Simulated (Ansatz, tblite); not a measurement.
# Zr(NH2)Cl3 (Cl3H2NZr): which spin state is lowest

Is the singlet the ground state of Zr(NH2)Cl3 (Cl3H2NZr)? Other spin states are computed and compared level by level.

Method: as each input shows; program: Ansatz 0.2.0, Gaussian basis.

Plan: triplet, at the geometry of the singlet (GFN1-xTB, GFN2-xTB, PBE0-D4/def2-TZVP, PBE-D4/def2-TZVP, r2SCAN-D4/def2-TZVP); the singlet's energies come from earlier runs.

4 further runs of the same task are left out: 4 set aside as unsound or not needed.

### Step 1. The geometry

The geometry is that of the singlet, from an earlier relaxation (PBE-D4/def2-SVP).

7 atoms, charge 0, spin multiplicity 1.

Bond lengths: Zr1–N2 2.003 Å, Zr1–Cl5 2.352 Å, Zr1–Cl6 2.354 Å, Zr1–Cl7 2.360 Å, N2–H3 1.028 Å, N2–H4 1.028 Å. Angles: N2–Zr1–Cl5 106.8°, N2–Zr1–Cl6 106.9°, N2–Zr1–Cl7 108.0°, Cl5–Zr1–Cl6 115.5°, Cl5–Zr1–Cl7 110.4°, Cl6–Zr1–Cl7 109.0°, Zr1–N2–H3 125.8°, Zr1–N2–H4 125.4°, H3–N2–H4 108.7°.

Formally the metal is d0. Zr takes a core potential in the def2 sets. No spin-orbit coupling is included.

### Step 2. Triplet at the fixed geometry, GFN1-xTB

Tight binding, by tblite at 300 K electronic temperature and without a spin-polarisation term:

```python
tblite.interface.Calculator('GFN1-xTB', numbers, positions, charge=0, uhf=2).singlepoint()
```

Energy -504.4688 eV; 0.007 s.

### Step 3. Triplet at the fixed geometry, GFN2-xTB

Tight binding, by tblite at 300 K electronic temperature and without a spin-polarisation term:

```python
tblite.interface.Calculator('GFN2-xTB', numbers, positions, charge=0, uhf=2).singlepoint()
```

Energy -524.6478 eV; 0.008 s.

### Step 4. Triplet at the fixed geometry, PBE0-D4/def2-TZVP

File in.yaml:

```yaml
crystal:
  periodic: [false, false, false]
  atoms:
    - {symbol: Zr, position_ang: [0.015879, 0.013111, -0.730954]}
    - {symbol: N, position_ang: [0.018275, 0.032038, 1.272124]}
    - {symbol: H, position_ang: [0.774582, -0.314003, 1.875998]}
    - {symbol: H, position_ang: [-0.758704, 0.350192, 1.865276]}
    - {symbol: Cl, position_ang: [2.265563, -0.060737, -1.412099]}
    - {symbol: Cl, position_ang: [-1.192094, 1.908165, -1.430595]}
    - {symbol: Cl, position_ang: [-1.123501, -1.928767, -1.439750]}
basis:
  gaussian: {orbitals: def2-TZVP}
magnetization: {spin_polarized: true, initial_magnetization: 2}
hamiltonian: {xc: pbe0, dispersion: d4}
scf: {omitted_lower_state_checks: [starts]}
output: {orbitals: {seedname: orbitals}}
```

On the command line:

```console
$ ansatz run in.yaml --threads 2 --pin off --events-out ev --progress --plain --max-ram 4352MiB
```

Log:

```text
Functional definition: PBE0
  name "PBE0"
  cite "Adamo & Barone, J. Chem. Phys. 110, 6158 (1999) doi:10.1063/1.478522"
  cite "Perdew, Burke & Ernzerhof, Phys. Rev. Lett. 77, 3865 (1996) doi:10.1103/PhysRevLett.77.3865"
  parent pbe
  parameter a = 0.25
  parameter kappa = 0.804
  parameter beta = 0.06672455060314922
  exchange = (1 - a)*pbe_x(kappa = kappa, mu = beta*pi^2/3) + a*exact_x
  correlation = pbe_c(beta = beta)
these checks for a lower state are left out or cut short: starts
1446 factors; their error is unknown
mean field evaluation 1: about -40351.9024 eV, gradient 4.7e1 eV
mean field evaluation 2: about -40313.7724 eV, gradient 9.1e1 eV
mean field evaluation 4: about -40358.8169 eV, gradient 2.3e1 eV
mean field evaluation 8: about -40361.8744 eV, gradient 5.6e-1 eV
mean field evaluation 16: about -40362.0120 eV, gradient 1.7e-2 eV
mean field evaluation 32: about -40362.0120 eV, gradient 8.7e-5 eV
mean field -40362.01202216 eV, -1483.2765834598 hartree, gradient 2.5e-5 eV, S^2 2.007691; 0 other end points of the search recorded, 0 dependent functions left out
reference -40362.01207351 eV, -1483.2765853471 hartree; 37, 35 occupied and 157, 159 virtual orbitals, 1446 factors
Total energy: -40362.21525130 eV, -1483.2840519932 hartree
Checks for a lower state left out: starts
```

It took 16 s on 2 threads of Arm Neoverse V2, shared host; peak memory 0.82 GiB.

HOMO -4.02 eV, LUMO -6.75 eV (over both spins; with the spin held, an empty level of the minority spin lies below the top filled one); ⟨S²⟩ 2.008 (pure: 2.00).

### Step 5. Triplet at the fixed geometry, PBE-D4/def2-TZVP

start.molden holds the orbitals of an earlier run on this state, given as this run's starting guess.

in.yaml, as its differences from that of step 4:

```diff
@@ -11,5 +11,5 @@
 basis:
-  gaussian: {orbitals: def2-TZVP}
+  gaussian: {orbitals: def2-TZVP, initial_orbitals: start.molden}
 magnetization: {spin_polarized: true, initial_magnetization: 2}
-hamiltonian: {xc: pbe0, dispersion: d4}
+hamiltonian: {xc: pbe, dispersion: d4}
 scf: {omitted_lower_state_checks: [starts]}
```

Launched as before.

Log:

```text
Functional definition: PBE
  name "PBE"
  cite "Perdew, Burke & Ernzerhof, Phys. Rev. Lett. 77, 3865 (1996) doi:10.1103/PhysRevLett.77.3865"
  parent pbe
  parameter kappa = 0.804
  parameter beta = 0.06672455060314922
  exchange = pbe_x(kappa = kappa, mu = beta*pi^2/3)
  correlation = pbe_c(beta = beta)
these checks for a lower state are left out or cut short: starts
1332 factors; their error is unknown
mean field evaluation 1: about -40359.4930 eV, gradient 1.1e1 eV
mean field evaluation 2: about -40359.7697 eV, gradient 9.2e-1 eV
mean field evaluation 4: about -40359.7874 eV, gradient 3.0e-1 eV
mean field evaluation 8: about -40359.7881 eV, gradient 6.7e-5 eV
mean field evaluation 16: about -40359.7881 eV, gradient 7.9e-6 eV
mean field -40359.78808830 eV, -1483.1948553982 hartree, gradient 7.9e-6 eV, S^2 2.003944; 0 other end points of the search recorded, 0 dependent functions left out
reference -40359.78815946 eV, -1483.1948580133 hartree; 37, 35 occupied and 157, 159 virtual orbitals, 1332 factors
Total energy: -40360.01875947 eV, -1483.2033324072 hartree
Checks for a lower state left out: starts
```

It took 8.5 s on 2 threads of Arm Neoverse V2, shared host.

Report: HOMO -2.65 eV, LUMO -7.32 eV (over both spins; with the spin held, an empty level of the minority spin lies below the top filled one); ⟨S²⟩ 2.004 (pure: 2.00).

### Step 6. Triplet at the fixed geometry, r2SCAN-D4/def2-TZVP

in.yaml, as its differences from that of step 5:

```diff
@@ -13,3 +13,3 @@
 magnetization: {spin_polarized: true, initial_magnetization: 2}
-hamiltonian: {xc: pbe, dispersion: d4}
+hamiltonian: {xc: r2scan, dispersion: d4}
 scf: {omitted_lower_state_checks: [starts]}
```

Launched as before.

Log:

```text
Functional definition: r2SCAN
  name "r2SCAN"
  cite "Furness, Kaplan, Ning, Perdew & Sun, J. Phys. Chem. Lett. 11, 8208 (2020) doi:10.1021/acs.jpclett.0c02405"
  cite "Furness, Kaplan, Ning, Perdew & Sun, J. Phys. Chem. Lett. 11, 9248 (2020) doi:10.1021/acs.jpclett.0c03077"
  parent r2scan
  parameter k0 = 0.174
  parameter k1 = 0.065
  parameter a1 = 4.9479
  exchange = r2scan_x(k0 = k0, k1 = k1, a1 = a1)
  correlation = r2scan_c
these checks for a lower state are left out or cut short: starts
1332 factors; their error is unknown
mean field evaluation 1: about -40373.9188 eV, gradient 7.6e0 eV
mean field evaluation 2: about -40373.9926 eV, gradient 2.3e-1 eV
mean field evaluation 4: about -40373.9879 eV, gradient 7.9e-2 eV
mean field evaluation 8: about -40373.9879 eV, gradient 1.7e-5 eV
mean field -40373.98789332 eV, -1483.7166886076 hartree, gradient 2.2e-5 eV, S^2 2.008510; 0 other end points of the search recorded, 0 dependent functions left out
reference -40373.98791992 eV, -1483.7166895852 hartree; 37, 35 occupied and 157, 159 virtual orbitals, 1332 factors
Total energy: -40374.04476998 eV, -1483.7187787862 hartree
Checks for a lower state left out: starts
```

Wall time 19 s (2 threads of Arm Neoverse V2, shared host).

HOMO -2.96 eV, LUMO -7.31 eV (over both spins; with the spin held, an empty level of the minority spin lies below the top filled one); ⟨S²⟩ 2.009 (pure: 2.00).

### Step 7. Triplet less singlet, vertical

The singlet's energies are those of its earlier runs, whose logs aren't repeated here.

```
              level  triplet less singlet, vertical (kJ/mol)     time
           GFN1-xTB                                   +294.6  0.014 s
           GFN2-xTB                                   +305.1  0.013 s
   PBE-D4/def2-TZVP                                   +416.6     12 s
r2SCAN-D4/def2-TZVP                                   +423.0     28 s
  PBE0-D4/def2-TZVP                                   +421.2     20 s
```

Times add the two runs; a level without a time comes out of a correlated run. Tight binding without a spin term can't rank spin states.

### Step 8. Results

| quantity | value |
| --- | --- |
| triplet less singlet, vertical, functionals in def2-TZVP | +416.6 (PBE-D4) to +423.0 kJ/mol (r2SCAN-D4) |

All functionals put the triplet above the singlet, over a spread of 6.5 kJ/mol. The checks for a lower triplet were left out, so another state of that spin may lie lower. The singlet here is a closed shell; an open-shell singlet can lie lower. These are electronic energies, without zero-point motion, entropy or surroundings.
